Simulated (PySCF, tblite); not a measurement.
**C4H13BN2Si: geometry, infrared bands and NMR shifts**

What infrared bands and NMR shifts should C4H13BN2Si (`CC[SiH]1CNBNC1`) show?

Programs: tblite 0.8.0 and PySCF 2.14.0, with density-fitted response routines of our own. Each step states its level of theory. These are calculated values for one molecule in the gas phase, unless marked as measured. Atoms are numbered from 0 throughout.

### 1 The starting structure

21 atoms, charge 0, multiplicity 1; geometry from: force field or distance geometry start.

Bonds of the start (Å): C0–C1 1.51, C1–Si2 1.85, Si2–C3 1.88, C3–N4 1.45, N4–B5 1.50, B5–N6 1.51, N6–C7 1.44, C7–Si2 1.84, C0–H8 1.11, C0–H9 1.13, C0–H10 1.11, C1–H11 1.11, C1–H12 1.12, Si2–H13 1.49, C3–H14 1.13, C3–H15 1.09, N4–H16 1.03, B5–H17 1.20, N6–H18 1.05, C7–H19 1.12, C7–H20 1.12.

### 2 Relaxing the molecule with GFN2-xTB

Job settings and geometry (Å):

```
{"job": {"kind": "relax", "xc": "GFN2-xTB", "basis": "xTB"}, "charge": 0, "multiplicity": 1}
C     -2.657900     0.198400     0.482300
C     -1.988700    -0.230000    -0.800100
Si    -0.142700    -0.087900    -0.763700
C      0.461500     1.405800     0.205700
N      1.872200     1.447200    -0.118900
B      2.572300     0.129300     0.074400
N      1.921400    -1.093400     0.685500
C      0.747700    -1.529200    -0.033400
H     -2.534200     1.273600     0.706000
H     -3.768200     0.058600     0.315500
H     -2.366000    -0.429900     1.345600
H     -2.407200     0.366100    -1.632700
H     -2.257300    -1.309700    -0.931400
H      0.368900     0.067300    -2.149500
H      0.396900     1.152700     1.302000
H     -0.085400     2.318700    -0.019700
H      2.370000     2.276100     0.234500
H      3.753100     0.192900     0.257100
H      2.601400    -1.895700     0.623100
H      0.132900    -2.087700     0.720100
H      1.000500    -2.206200    -0.884000
```

Command:

```console
OMP_NUM_THREADS=1 python probes_run.py task.json out
```

This one command runs all jobs of the session in turn.

**Question.** This job is followed by: GFN2-xTB harmonic vibrations, gas phase; GIAO PBE0/pcSseg-1 NMR shielding, non-relativistic, gas phase. Predict these results of the whole session: strongest single infrared mode (GFN2-xTB); zero-point energy (GFN2-xTB); 13C shifts against TMS (PBE0/pcSseg-1, means over atoms taken as alike); 1H shifts against TMS (PBE0/pcSseg-1, means over atoms taken as alike); 29Si shifts against TMS (PBE0/pcSseg-1); 15N shifts against NH3 (PBE0/pcSseg-1, means over atoms taken as alike); 11B shifts against BF3·OEt2 (PBE0/pcSseg-1).

**Answer**, as computed:

```
                                                               quantity                                         value
                              strongest single infrared mode (GFN2-xTB)                         2157 cm⁻¹, 353 km/mol
                                           zero-point energy (GFN2-xTB)                                109.1 kcal/mol
13C shifts against TMS (PBE0/pcSseg-1, means over atoms taken as alike)                            25.7, 9.5, 6.1 ppm
 1H shifts against TMS (PBE0/pcSseg-1, means over atoms taken as alike)  4.52, 3.82, 3.10, 2.68, 2.58, 1.04, 0.62 ppm
                                29Si shifts against TMS (PBE0/pcSseg-1)                                     -30.4 ppm
15N shifts against NH3 (PBE0/pcSseg-1, means over atoms taken as alike)                                      72.7 ppm
                            11B shifts against BF3·OEt2 (PBE0/pcSseg-1)                                      20.5 ppm
```

In words: The optimisation took 155 steps and gained 1.372 eV; among the close pairs (by a distance rule), B5–N6 changed most, from 1.514 to 1.402 Å. No mode is imaginary among the 57: a minimum at this level. The strongest single mode, at 2157 cm⁻¹, moves mainly H13. Unscaled tight-binding wavenumbers are off by several per cent, some by more. Its intensities can rank the bands wrongly. The most deshielded carbon is C3, C7 (mean) (sp3 CH2 bonded to N and Si), at 25.7 ppm: deshielded by the electronegative neighbour. At PBE0/pcSseg-1: Shielding is most anisotropic at N4, N6 (span 87 ppm, paramagnetic term -123 ppm).
